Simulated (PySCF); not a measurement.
# C3H5GeN3O: the cost of one run

Programs: PySCF 2.14.0, with routines of our own; each step states its level. All values are computed. Atoms count from 0.

## 1. The system as given

13 atoms, charge 0, multiplicity 1; geometry from: GFN2-xTB.

## 2. Magnetic properties: GIAO PBE0/pcSseg-1

The job: settings as JSON, then the geometry in Å.

```
{"job": {"kind": "mag", "xc": "PBE0", "basis": "pcSseg-1", "isotopologues": 2}, "charge": 0, "multiplicity": 1}
O      3.233131     1.373907     0.098522
C      2.822282     0.333898    -0.350335
C      1.423538    -0.057734    -0.394238
C      0.288922     0.618039     0.037615
N     -0.736326    -0.198579    -0.243583
Ge    -2.577326    -0.171469    -0.039981
N     -0.252915    -1.319709    -0.818882
N      1.006934    -1.242813    -0.909290
H      3.493614    -0.431815    -0.778210
H      0.166773     1.575964     0.500614
H     -2.974372    -1.456679    -0.658279
H     -2.836821    -0.072923     1.428040
H     -3.061822     1.050399    -0.750971
```

With the program's defaults for keys left out, this is: GIAO PBE0/pcSseg-1 magnetisability, rotational g tensor and spin-rotation constants, non-relativistic, gas phase.

Run with:

```console
$ OMP_NUM_THREADS=1 python excited_run.py task.json out
```

This one command runs all jobs of the session in turn.

Q: Estimate the wall time and peak memory of this first job on 1 thread of Intel Xeon Platinum 8488C, shared host.

About 32 s, with a peak of 0.89 GiB.
